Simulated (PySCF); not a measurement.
**YP: from the state search to spectroscopic constants**

Aim: find the lowest electronic state of YP, scan its bond at several levels of theory, and get bond length, wavenumber and dissociation energy from each curve.

Method: Y def2-TZVPP with ECP28, P def2-TZVPP, scalar-relativistic core potentials; program: PySCF 2.14.0.

## (1) The job

Settings of the job:

| Item | Value |
| --- | --- |
| atoms | Y, P |
| charge | 0 |
| basis | Y def2-TZVPP with ECP28, P def2-TZVPP |
| Hamiltonian | scalar-relativistic core potentials |
| basis functions | 98 |
| electrons treated | 26 |
| masses in u | 88.9058, 30.9738 |
| levels | PBE0, PBE, r²SCAN, M06-L, r²SCANh, B3LYP, BHandHLYP, HSE06, HF, MP2, SCS-MP2, CCSD, CCSD(T) |
| grid | 80 radial by 434 angular points |
| occupations | held fixed by the projection of orbital angular momentum |
| dissociation limit | Y + P, each in its ground configuration |
| starting distance in angstrom | 2.530 |
| values of 2S to try | 0, 2, 4, 6 |

Started as:

```
> OMP_NUM_THREADS=2 python dia.py task.json out
```

Further steps of the session: PBE0 along the bond; Other states along the same grid; PBE (GGA); r²SCAN; M06-L (meta-GGA); r²SCANh (hybrid meta-GGA); B3LYP (global hybrid GGA); BHandHLYP (global hybrid GGA); HSE06 (range-separated hybrid); RHF; Correlated methods on the Hartree–Fock reference.

What does the calculation give? Wanted: for each run, Re; ωe; De; μ.

The runs gave:

Lowest PBE0 solution found, without spin–orbit coupling: ¹Σ⁺ (singlet), closed shell. State 2 has its PBE0 minimum 0.27 eV higher. State 3 has its PBE0 minimum 0.30 eV higher, as a spin-mixed determinant (⟨S²⟩ = 1.02), so this is no gap between pure states. State 4 has its PBE0 minimum 0.50 eV higher. The other levels ran on the lowest alone.

| level | Re (Å) | ωe (cm⁻¹) | De (eV) | μ (D) |
| --- | --- | --- | --- | --- |
| RHF | 2.307 | 488 | -0.022 | -9.06 |
| RHF-MP2 | 2.353 | 454 | 3.31 | n/a |
| RHF-SCS-MP2 | 2.357 | 449 | 3.13 | n/a |
| RHF-CCSD | 2.330 | 460 | 2.33 | n/a |
| RHF-CCSD(T) | 2.351 | 447 | 2.83 | n/a |
| PBE | 2.318 | 457 | 3.60 | -6.55 |
| r²SCAN | 2.301 | 474 | 3.27 | -7.13 |
| M06-L | 2.297 | 483 | 3.64 | -7.36 |
| r²SCANh | 2.295 | 481 | 3.10 | -7.35 |
| B3LYP | 2.317 | 462 | 3.01 | -6.90 |
| PBE0 | 2.293 | 482 | 3.12 | -7.37 |
| HSE06 | 2.298 | 478 | 3.11 | -7.23 |
| BHandHLYP | 2.296 | 485 | 2.36 | -7.75 |

De is counted to Y + P in their ground configurations. A positive dipole means Y(−)P(+).

**Reading.** The methods spread over 0.064 Å in bond length, from PBE0 to RHF-SCS-MP2. Among the levels with a De in the table, it runs from -0.022 eV (RHF) to 3.64 eV (M06-L).

Correlated steps freeze 5 core orbitals. A negative De means that the minimum lies above the separated atoms at that level. T1 is 0.037 near the minimum (highest on the curve 0.065), which may point to more than one leading configuration. Spin–orbit coupling is left out.
